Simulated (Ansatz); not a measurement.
# C2H8OSSi: a ladder of functionals and wavefunction methods

One table from this session's results is given with a row withheld; the runs are named, their logs left out.

Computed with Ansatz 0.2.0, Gaussian basis. Level: functionals in def2-TZVPP, the program's frozen cores in correlated methods.

Plan: LDA (SPW92), PBE-D4, revPBE-D4, BLYP-D4, r2SCAN-D4, B97M-V, PBE0-D4, B3LYP-D4, r2SCANh-D4, r2SCAN0-D4, HSE06-D4, BHLYP-D4, CAM-B3LYP-D4, LC-ωPBE, ωB97X-V, ωB97M-V, B2PLYP, PBE-QIDH; CCSD(T)/def2-SVP; CCSD(T)/def2-TZVPP; MP2/def2-QZVPP; extrapolation to the limit; RPA on PBE.

## Structure used throughout

The geometry comes from an earlier relaxation with PBE0-D4 in a triple-zeta def2 set; it is a stationary point, not always the lowest conformer.

13 atoms, charge 0, spin multiplicity 1.

Atoms are counted from 1 here; the program's logs count them from 0.

Bond lengths: C1–O2 1.408 Å, C1–H6 1.096 Å, C1–H7 1.091 Å, C1–H8 1.096 Å, O2–Si3 1.644 Å, Si3–C4 1.864 Å, Si3–H9 1.489 Å, Si3–H10 1.493 Å, C4–S5 1.813 Å, C4–H11 1.092 Å, C4–H12 1.093 Å, S5–H13 1.343 Å. Angles: O2–C1–H6 111.5°, O2–C1–H7 108.3°, O2–C1–H8 111.4°, H6–C1–H7 108.5°, H6–C1–H8 108.6°, H7–C1–H8 108.4°, C1–O2–Si3 123.3°, O2–Si3–C4 106.0°, O2–Si3–H9 110.5°, O2–Si3–H10 110.0°, C4–Si3–H9 110.7°, C4–Si3–H10 110.8°, H9–Si3–H10 108.8°, Si3–C4–S5 111.4°, Si3–C4–H11 112.0°, Si3–C4–H12 108.8°, S5–C4–H11 110.9°, S5–C4–H12 106.0° and more.

The first run:

in.yaml reads:

```yaml
crystal:
  periodic: [false, false, false]
  atoms:
    - {symbol: C, position_ang: [-2.082418, 0.131289, -0.668019]}
    - {symbol: O, position_ang: [-0.912374, -0.133095, 0.069281]}
    - {symbol: Si, position_ang: [0.588063, -0.169896, -0.602695]}
    - {symbol: C, position_ang: [1.780792, -0.387707, 0.813556]}
    - {symbol: S, position_ang: [1.577062, 0.916690, 2.056103]}
    - {symbol: H, position_ang: [-2.026401, 1.101731, -1.174534]}
    - {symbol: H, position_ang: [-2.926777, 0.149667, 0.022988]}
    - {symbol: H, position_ang: [-2.266381, -0.645214, -1.419226]}
    - {symbol: H, position_ang: [0.862555, 1.098115, -1.332586]}
    - {symbol: H, position_ang: [0.691006, -1.308053, -1.562712]}
    - {symbol: H, position_ang: [1.698414, -1.376907, 1.269540]}
    - {symbol: H, position_ang: [2.801009, -0.285538, 0.433501]}
    - {symbol: H, position_ang: [0.235850, 0.874220, 2.109804]}
basis:
  gaussian: {orbitals: def2-TZVPP}
hamiltonian: {xc: lda}
output: {orbitals: {seedname: orbitals}}
```

Among the steps run: LDA; PBE-D4 (GGA); revPBE-D4 (GGA); BLYP-D4 (GGA); r2SCAN-D4 (meta-GGA); B97M-V (meta-GGA); PBE0-D4 (hybrid); B3LYP-D4 (hybrid); r2SCANh-D4 (hybrid); r2SCAN0-D4 (hybrid); HSE06-D4 (hybrid); BHLYP-D4 (hybrid); CAM-B3LYP-D4 (range-separated); LC-ωPBE (range-separated); ωB97X-V (range-separated); ωB97M-V (range-separated); B2PLYP (double hybrid); PBE-QIDH (double hybrid).

One of the session's tables, all rows but one given; the rest of the session is left out.

It belongs to the step «Frontier levels by functional». 

| functional | HOMO (eV) | gap (eV) |
| --- | --- | --- |
| LDA (SPW92) | -5.58 | 4.74 |
| PBE-D4 | -5.47 | 4.89 |
| revPBE-D4 | -5.43 | 4.95 |
| BLYP-D4 | ? | ? |
| r2SCAN-D4 | -5.72 | 5.50 |
| B97M-V | -5.85 | 5.45 |
| PBE0-D4 | -6.69 | 6.99 |
| B3LYP-D4 | -6.45 | 6.51 |
| r2SCANh-D4 | -6.17 | 6.26 |
| r2SCAN0-D4 | -6.85 | 7.39 |
| HSE06-D4 | -6.29 | 6.21 |
| BHLYP-D4 | -7.77 | 8.90 |
| CAM-B3LYP-D4 | -8.02 | 9.27 |
| LC-ωPBE | -9.43 | 11.90 |
| ωB97X-V | -9.07 | 11.35 |
| ωB97M-V | -8.91 | 10.87 |

Q: Estimate the row for BLYP-D4 from the others.

Worked estimate for «HOMO (eV)». Against the share of exact exchange, B3LYP-D4 (0.2, -6.45), BHLYP-D4 (0.5, -7.77) give a slope of -4.40 per unit share; at 0 the line stands at -5.57.

**Answer.** HOMO (eV): -5.31; gap (eV): 4.85. In «HOMO (eV)» the line misses by -0.26.
